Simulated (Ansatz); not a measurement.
# SnClF (SMILES [F][Sn][Cl]): a rigid scan of the bond length F1–Sn2

Aim: the energy along the bond length F1–Sn2, from CCSD(T) and from cheaper methods, relative to the minimum. No other atom is relaxed.

Computed with Ansatz 0.2.0, Gaussian basis. Level: single points in def2-TZVPP.

Levels: PBE-D4, r2SCAN-D4, PBE0-D4, B3LYP-D4, wB97M-V, Hartree-Fock, MP2, CCSD, CCSD(T). The scan takes 1.703, 1.770, 1.869, 1.984, 2.112, 2.249, 2.395, 2.549, 2.709 Å.

Cores are frozen in the correlated methods. Filled d shells of the heavier atoms are correlated. Core potentials replace the inner electrons past krypton, and spin-orbit coupling is left out. B3LYP uses VWN-RPA correlation.

28 further runs of the same task are left out: 28 set aside as unsound or not needed.

**1. The starting structure**

The minimum, relaxed at PBE0-D4: 3 atoms, charge 0, spin multiplicity 1.

Atoms are counted from 1 here; the program's logs count them from 0.

Bond lengths: F1–Sn2 1.935 Å, Sn2–Cl3 2.360 Å. Angles: F1–Sn2–Cl3 96.9°.

Geometry (Å):

```mol
ClFSn
  3D, bonds by distance, orders not assigned

  3  2  0  0  0  0  0  0  0  0999 V2000
   -1.3896    0.2231   -0.7444 F   0  0
    0.1643    0.8981    0.1907 Sn  0  0
    1.2143   -1.1860    0.5405 Cl  0  0
  1  2  8  0
  2  3  8  0
M  END
```

Energies of the minimum (eV), from earlier single points: PBE-D4 -21067.94201, r2SCAN-D4 -21075.73840, PBE0-D4 -21068.91954, B3LYP-D4 -21078.03395, wB97M-V -21072.95303, CCSD(T) -21040.47089.

At the minimum the bond length F1–Sn2 is 1.935 Å.

**2. F1–Sn2 = 1.703 Å**

ccsdt-tzvpp/in.yaml

```yaml
crystal:
  periodic: [false, false, false]
  atoms:
    - {symbol: F, position_ang: [-1.389567, 0.223137, -0.744432]}
    - {symbol: Sn, position_ang: [-0.022052, 0.817097, 0.078563]}
    - {symbol: Cl, position_ang: [1.027936, -1.266947, 0.428322]}
basis:
  gaussian: {orbitals: def2-TZVPP}
correlation: {method: ccsd_t}
```

The command line of these runs was not kept.

After this run come: F1–Sn2 = 1.770 Å; F1–Sn2 = 1.869 Å; F1–Sn2 = 1.984 Å; F1–Sn2 = 2.112 Å; F1–Sn2 = 2.249 Å; F1–Sn2 = 2.395 Å; F1–Sn2 = 2.549 Å; F1–Sn2 = 2.709 Å.

Before running it: what results should come out? Wanted: highest point, CCSD(T); lowest point, CCSD(T); minimum along the scan, CCSD(T); RMS deviation from CCSD(T); largest T1 diagnostic.

The runs gave:

| quantity | value |
| --- | --- |
| highest point, CCSD(T) | 51.4 kcal/mol at 2.709 Å |
| lowest point, CCSD(T) | 0.0 kcal/mol at 1.935 Å |
| minimum along the scan, CCSD(T) | 1.929 Å |
| curvature there | 22.0 eV/Å² |
| RMS deviation from CCSD(T) | PBE-D4 5.5, r2SCAN-D4 1.8, PBE0-D4 1.3, B3LYP-D4 3.6, wB97M-V 0.5, Hartree-Fock 2.9, MP2 0.2, CCSD 0.9 kcal/mol |
| largest T1 diagnostic | 0.023 |

In words: A polynomial through the near points puts the CCSD(T) minimum 0.006 Å below the PBE0-D4 value. The third derivative is negative, the usual anharmonicity of a bond. Curvature against CCSD(T): PBE-D4 -17 %, Hartree-Fock +10 %. MP2 follows the CCSD(T) curve best and PBE-D4 worst.
